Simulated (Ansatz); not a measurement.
Working through a relaxation of cell and ions of La3Ag, space group Pm-3m

With Ansatz 0.2.0 through its Python package.

At the Python prompt:
```pycon
>>> from pathlib import Path
>>> import warnings
>>> import ansatz as az
>>> from ase import Atoms
>>> from ase.io import write
>>> import numpy as np
>>> from pymatgen.core import Lattice, Structure
>>> from pymatgen.io.ase import AseAtomsAdaptor
>>> def edges_and_angles(cell):
...     cell = np.asarray(cell)
...     a, b, c = np.linalg.norm(cell, axis=1)
...     cosines = cell[1] @ cell[2] / (b * c), cell[0] @ cell[2] / (a * c), cell[0] @ cell[1] / (a * b)
...     return (a, b, c, *np.degrees(np.arccos(cosines)))
...
>>> warnings.simplefilter('ignore', az.DeckWarning)
>>> pmg_structure = Structure(
...     Lattice([(5.019502, 0.0, 0.0), (0.0, 5.019502, 0.0), (0.0, 0.0, 5.019502)]),
...     ['La', 'La', 'La', 'Ag'],
...     [
...         (0.0, 0.5, 0.5),
...         (0.5, 0.0, 0.5),
...         (0.5, 0.5, 0.0),
...         (0.0, 0.0, 0.0),
...     ],
... )
>>> cell = az.Crystal.from_ase(AseAtomsAdaptor.get_atoms(pmg_structure))
>>> # only the volume may change
>>> base = (
...     cell.calculation()
...     .functional(az.Functional.R2SCAN)
...     .basis(23 * az.Ha)
...     .kpoints(spacing=0.29)
...     .occupations('fermi_dirac', width=0.15)
...     .relax(fix_cell=['shape'])
...     .density()
...     .potential()
...     .electron_localization_function()
...     .output_files(volumetric_format='npy')
... )
>>> steps = []
>>> def collect(event):
...     if event['event'] == 'relax_step':
...         steps.append(event['data'])
...
>>> outcome = base.session().plan().execute(on_event=collect)

>>> data = outcome.report
>>> type(outcome).__name__, type(data).__name__
('RunOutcome', 'dict')
>>> sorted(key for key in data if key.endswith('_ev'))
['eigenvalues_ev', 'energy_sigma0_ev', 'entropy_ts_ev', 'fermi_energy_ev', 'free_energy_ev', 'gap_by_band_count_ev', 'harris_foulkes_ev', 'internal_energy_ev', 'lagrangian_above_aufbau_ev', 'lagrangian_ev', 'lagrangian_sigma0_ev', 'loop_eigenvalues_ev', 'loop_fermi_energy_ev', 'occupations_fermi_energy_ev', 'residual_norms_ev']
>>> for s in steps:
...     flag = '' if s['accepted'] else '  (rejected)'
...     print('step %2d  E = %.5f eV  largest force component = %.4f eV/A%s' % (s['step'], s['lagrangian_ev'], s['allowed_force_max_ev_ang'], flag))
...
step  1  E = -26398.15039 eV  largest force component = 0.0000 eV/A
step  2  E = -26398.15138 eV  largest force component = 0.0000 eV/A
step  3  E = -26398.15132 eV  largest force component = 0.0000 eV/A
>>> first, last = steps[0], steps[-1]
>>> symbols = [site.symbol for site in outcome.lattice.sites]
>>> print(f'energy gained {first["lagrangian_ev"] - last["lagrangian_ev"]:.4f} eV in {len(steps) - 1} steps')
energy gained 0.0009 eV in 2 steps
>>> for label, vectors in (('before', first['cell_ang']), ('after', outcome.lattice.cell_ang)):
...     print(label, 'a b c (A) {:.4f} {:.4f} {:.4f}  angles {:.2f} {:.2f} {:.2f}'.format(*edges_and_angles(vectors)), f' V = {abs(np.linalg.det(vectors)):.3f} A^3')
...
before a b c (A) 5.0195 5.0195 5.0195  angles 90.00 90.00 90.00  V = 126.468 A^3
after a b c (A) 5.0065 5.0065 5.0065  angles 90.00 90.00 90.00  V = 125.485 A^3
>>> print('final stress xx yy zz (GPa, compression positive):', np.round(np.diag(data['stress_gpa']), 3) + 0.0)
final stress xx yy zz (GPa, compression positive): [-0.015 -0.015 -0.015]
>>> print('atom   start x y z (A)              end x y z (A)')
atom   start x y z (A)              end x y z (A)
>>> for symbol, a, b in zip(symbols, first['positions_ang'], last['positions_ang']):
...     print(f'{symbol:3s}', ' '.join(f'{v:8.4f}' for v in a), '  ', ' '.join(f'{v:8.4f}' for v in b))
...
La    0.0000   2.5098   2.5098      0.0000   2.5032   2.5032
La    2.5098   0.0000   2.5098      2.5032  -0.0000   2.5032
La    2.5098   2.5098   0.0000      2.5032   2.5032   0.0000
Ag    0.0000   0.0000   0.0000     -0.0000   0.0000   0.0000
>>> print('relaxed fractional positions')
relaxed fractional positions
>>> for site in outcome.lattice.sites:
...     print(f'  {site.symbol:2s}', ' '.join(f'{v % 1:8.5f}' for v in np.round(site.position_frac, 5)))
...
  La  0.00000  0.50000  0.50000
  La  0.50000  0.00000  0.50000
  La  0.50000  0.50000  0.00000
  Ag  0.00000  0.00000  0.00000
>>> relaxed = Atoms(symbols, positions=[site.position_ang for site in outcome.lattice.sites], cell=outcome.lattice.cell_ang, pbc=True)
>>> write('relaxed.cif', relaxed, format='cif')
>>> for key in ('converged', 'n_iterations', 'n_electrons', 'n_kpoints', 'n_pw', 'n_symmetry_ops', 'free_energy_ev', 'fermi_energy_ev'):
...     print(f'{key:18s} {data[key]}')
...
converged          True
n_iterations       7
n_electrons        52.0
n_kpoints          10
n_pw               4457
n_symmetry_ops     48
free_energy_ev     -26398.151324954004
fermi_energy_ev    12.196293731470638
>>> folder = Path(outcome.write_results('fields'))
>>> print('densities in e/A^3, potentials in eV, ELF without unit')
densities in e/A^3, potentials in eV, ELF without unit
>>> for name in sorted(p.name for p in folder.glob('*.npy')):
...     field = np.load(folder / name)
...     print(f'{name:16s} {str(field.shape):16s} min {field.min():10.4f}  mean {field.mean():10.4f}  max {field.max():10.4f}')
...
elf.npy          (45, 45, 45)     min     0.0029  mean     0.3225  max     0.8728
rho.npy          (45, 45, 45)     min     0.0658  mean     0.4144  max    21.0454
v_es.npy         (45, 45, 45)     min   -37.3367  mean     6.1018  max    15.7217
v_tot.npy        (45, 45, 45)     min   -69.1312  mean    -4.5712  max     8.3069
```

`relaxed.cif`, as written:
```cif
data_image0
_chemical_formula_structural       La3Ag
_chemical_formula_sum              "La3 Ag1"
_cell_length_a       5.006453243900698
_cell_length_b       5.006453243900698
_cell_length_c       5.006453243900698
_cell_angle_alpha    90.0
_cell_angle_beta     90.0
_cell_angle_gamma    90.0

_space_group_name_H-M_alt    "P 1"
_space_group_IT_number       1

loop_
  _space_group_symop_operation_xyz
  'x, y, z'

loop_
  _atom_site_type_symbol
  _atom_site_label
  _atom_site_symmetry_multiplicity
  _atom_site_fract_x
  _atom_site_fract_y
  _atom_site_fract_z
  _atom_site_occupancy
  La  La1       1.0  3.896845941625855e-36  0.49999999999999994  0.49999999999999994  1.0000
  La  La2       1.0  0.49999999999999994  0.0  0.49999999999999994  1.0000
  La  La3       1.0  0.49999999999999994  0.49999999999999994  1.998382534167105e-37  1.0000
  Ag  Ag1       1.0  0.0  2.622877076094325e-37  1.998382534167105e-37  1.0000
```

Reading the output:
- Total energies depend on the potentials; only differences at equal settings carry meaning. A total without «per atom» is that of the cell as typed.
- Forces vanish by symmetry, so the ions can't move, and the end may be a saddle.
- For a metal this k-point mesh is coarse: on a finer one energies can move by several to tens of meV an atom and pressures by half a GPa or more, differences at one mesh by less.
- An absolute Fermi energy rests on an arbitrary zero of the periodic potential and has no direct meaning.
- Energies along a relaxation are free energies. Rows at an unchanged volume are solved on a plane-wave basis chosen afresh for that cell, so the energy jumps there and such rows are no steps of the walk.
- A Fermi-Dirac width this large means warm electrons, whose thermal share enters the free energy.
- A gap by band count of zero or less means overlapping bands, a metal.
- The fields are valence quantities on the plane-wave grid; their values near the nuclei depend on the potentials.
- The structure comes from a database of computed cells and needn't be a stable or known phase.
- Levels are Kohn-Sham eigenvalues on this mesh, without spin-orbit coupling.
- Finished in 26 s on 1 thread of AMD EPYC 7B13 (Zen 3), on a shared host, peak memory 1 GiB.

(Lines on the test bed's own set-up are left out of the output.)
